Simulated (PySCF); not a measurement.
# Fe³⁺: ionisation energy in aug-cc-pVTZ plus 1 even-tempered diffuse shell per l

Wanted: the ionisation energy of iron, up a ladder of methods.

Method: unrestricted determinants in a Gaussian basis, no spin-orbit coupling in the energies. Code: PySCF 2.14.0.

### Step 1. The atom as given

| Property | Result |
| --- | --- |
| Element | iron (Z = 26) |
| Basis | aug-cc-pVTZ with one added diffuse shell each of s, p, d, f, g type (9s8p6d4f3g, 118 functions) |
| Hamiltonian | the non-relativistic Hamiltonian (point nucleus) |
| State 1 | Fe³⁺: [Ar] 3d5, high-spin 6S determinant |
| Needed too, but not shown | Fe²⁺ [Ar] 3d6 (5D) |
| Methods | UHF, LDA, PBE, PBE0, r2SCAN, M06, PW91, wB97X-V, MP2 |
| Core shells frozen in the correlated runs | valence: [Ar] (for Fe³⁺) |

Outer shells as boxes (Hund's rule):

Fe3+ [Ar] 3d5
```
[Ar] core
3d [↑ ][↑ ][↑ ][↑ ][↑ ]
```

One driver process ran all states and methods and kept the integrals in memory. Each run is shown as a PySCF script that sums up its settings (the driver passes frozen orbitals as a list and adds second-order terms of double hybrids); the logs are those of the runs themselves. The driver starts from symmetry-adapted Hartree-Fock orbitals, holds the occupation by maximum overlap and uses a logarithmic radial grid for functionals, so a plain start would take other cycles.

The integrals over 118 functions and the set-up took 6.8 s of CPU time.

### Step 2. Fe³⁺, method by method

Level: UHF.

input.py

```python
from pyscf import gto, scf, dft, mp, cc
import basis_set_exchange as bse
mol = gto.M(atom="Fe 0 0 0", charge=3, spin=5, symmetry="D2h",
            basis=gto.basis.parse(bse.get_basis("aug-cc-pVTZ", elements=["Fe"], fmt="nwchem", augment_diffuse=1)))
mf = scf.UHF(mol)
mf.irrep_nelec = {'Ag': (5, 3), 'B1g': (1, 0), 'B2g': (1, 0), 'B3g': (1, 0), 'B1u': (2, 2), 'B2u': (2, 2), 'B3u': (2, 2)}
mf.kernel()
```

Level: LDA.

Changes to input.py:

```diff
@@ -4,3 +4,3 @@
             basis=gto.basis.parse(bse.get_basis("aug-cc-pVTZ", elements=["Fe"], fmt="nwchem", augment_diffuse=1)))
-mf = scf.UHF(mol)
+mf = dft.UKS(mol, xc="LDA,VWN")
 mf.irrep_nelec = {'Ag': (5, 3), 'B1g': (1, 0), 'B2g': (1, 0), 'B3g': (1, 0), 'B1u': (2, 2), 'B2u': (2, 2), 'B3u': (2, 2)}
```

Level: PBE.

Changes to input.py:

```diff
@@ -4,3 +4,3 @@
             basis=gto.basis.parse(bse.get_basis("aug-cc-pVTZ", elements=["Fe"], fmt="nwchem", augment_diffuse=1)))
-mf = dft.UKS(mol, xc="LDA,VWN")
+mf = dft.UKS(mol, xc="PBE")
 mf.irrep_nelec = {'Ag': (5, 3), 'B1g': (1, 0), 'B2g': (1, 0), 'B3g': (1, 0), 'B1u': (2, 2), 'B2u': (2, 2), 'B3u': (2, 2)}
```

Level: PBE0.

Changes to input.py:

```diff
@@ -4,3 +4,3 @@
             basis=gto.basis.parse(bse.get_basis("aug-cc-pVTZ", elements=["Fe"], fmt="nwchem", augment_diffuse=1)))
-mf = dft.UKS(mol, xc="PBE")
+mf = dft.UKS(mol, xc="PBE0")
 mf.irrep_nelec = {'Ag': (5, 3), 'B1g': (1, 0), 'B2g': (1, 0), 'B3g': (1, 0), 'B1u': (2, 2), 'B2u': (2, 2), 'B3u': (2, 2)}
```

Level: r2SCAN.

Changes to input.py:

```diff
@@ -4,3 +4,3 @@
             basis=gto.basis.parse(bse.get_basis("aug-cc-pVTZ", elements=["Fe"], fmt="nwchem", augment_diffuse=1)))
-mf = dft.UKS(mol, xc="PBE0")
+mf = dft.UKS(mol, xc="R2SCAN")
 mf.irrep_nelec = {'Ag': (5, 3), 'B1g': (1, 0), 'B2g': (1, 0), 'B3g': (1, 0), 'B1u': (2, 2), 'B2u': (2, 2), 'B3u': (2, 2)}
```

Level: M06.

Changes to input.py:

```diff
@@ -4,3 +4,3 @@
             basis=gto.basis.parse(bse.get_basis("aug-cc-pVTZ", elements=["Fe"], fmt="nwchem", augment_diffuse=1)))
-mf = dft.UKS(mol, xc="R2SCAN")
+mf = dft.UKS(mol, xc="M06")
 mf.irrep_nelec = {'Ag': (5, 3), 'B1g': (1, 0), 'B2g': (1, 0), 'B3g': (1, 0), 'B1u': (2, 2), 'B2u': (2, 2), 'B3u': (2, 2)}
```

Level: PW91.

Changes to input.py:

```diff
@@ -4,3 +4,3 @@
             basis=gto.basis.parse(bse.get_basis("aug-cc-pVTZ", elements=["Fe"], fmt="nwchem", augment_diffuse=1)))
-mf = dft.UKS(mol, xc="M06")
+mf = dft.UKS(mol, xc="PW91,PW91")
 mf.irrep_nelec = {'Ag': (5, 3), 'B1g': (1, 0), 'B2g': (1, 0), 'B3g': (1, 0), 'B1u': (2, 2), 'B2u': (2, 2), 'B3u': (2, 2)}
```

Level: wB97X-V.

Changes to input.py:

```diff
@@ -4,3 +4,3 @@
             basis=gto.basis.parse(bse.get_basis("aug-cc-pVTZ", elements=["Fe"], fmt="nwchem", augment_diffuse=1)))
-mf = dft.UKS(mol, xc="PW91,PW91")
+mf = dft.UKS(mol, xc="WB97X_V")
 mf.irrep_nelec = {'Ag': (5, 3), 'B1g': (1, 0), 'B2g': (1, 0), 'B3g': (1, 0), 'B1u': (2, 2), 'B2u': (2, 2), 'B3u': (2, 2)}
```

Level: MP2 (valence).

```python
from pyscf import gto, scf, dft, mp, cc
import basis_set_exchange as bse
mol = gto.M(atom="Fe 0 0 0", charge=3, spin=5, symmetry="D2h",
            basis=gto.basis.parse(bse.get_basis("aug-cc-pVTZ", elements=["Fe"], fmt="nwchem", augment_diffuse=1)))
mf = scf.UHF(mol)
mf.irrep_nelec = {'Ag': (5, 3), 'B1g': (1, 0), 'B2g': (1, 0), 'B3g': (1, 0), 'B1u': (2, 2), 'B2u': (2, 2), 'B3u': (2, 2)}
mf.kernel()
mp.UMP2(mf, frozen=9).kernel()
```

Before running it: what results should come out?

**Answer**, as computed:

```
               quantity                                                          value
ionisation energy, Fe²⁺  UHF 28.534, MP2 (valence) 30.136 eV; reference 30.651 ± 0.012
```

In words: The methods span 3.345 eV, from UHF (28.534) to LDA (31.879). The reference is uncertain or not like for like (spin-orbit coupling or other relativistic terms), so no ranking of close methods is drawn. All values hold for this basis alone; no basis-set limit was taken.
